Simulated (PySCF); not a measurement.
# C6H5Cl (Chlorobenzene): the cost of one run

Programs: PySCF 2.14.0, with routines of our own; each step states its level. All values are computed. Atoms count from 0.

### 1 The starting structure

12 atoms, charge 0, multiplicity 1; geometry from: GFN2-xTB.

### 2 Relaxing the molecule at B3LYP/6-31+G*

Job settings and geometry (Å):

```
{"job": {"xc": "B3LYP", "basis": "6-31+G*", "grid": 1, "kind": "geom"}, "charge": 0, "multiplicity": 1}
Cl     3.042687     0.218554    -0.005508
C      1.316441     0.094595    -0.004410
C      0.549692     1.248321     0.010284
C     -0.830312     1.141913     0.011278
C     -1.435959    -0.103330    -0.000586
C     -0.657981    -1.248812    -0.015506
C      0.723057    -1.157157    -0.017145
H      1.028559     2.214907     0.021523
H     -1.432451     2.037986     0.022778
H     -2.512696    -0.180709     0.003034
H     -1.125473    -2.221816    -0.024227
H      1.335634    -2.045137    -0.027543
```

Command:

```
> OMP_NUM_THREADS=1 python excited_run.py task.json out
```

This one command runs all jobs of the session in turn.

**Question.** How long does this first job take on 1 thread of Arm Neoverse V1, shared host, and how much memory does it need?

About 39 s, with a peak of 0.61 GiB.
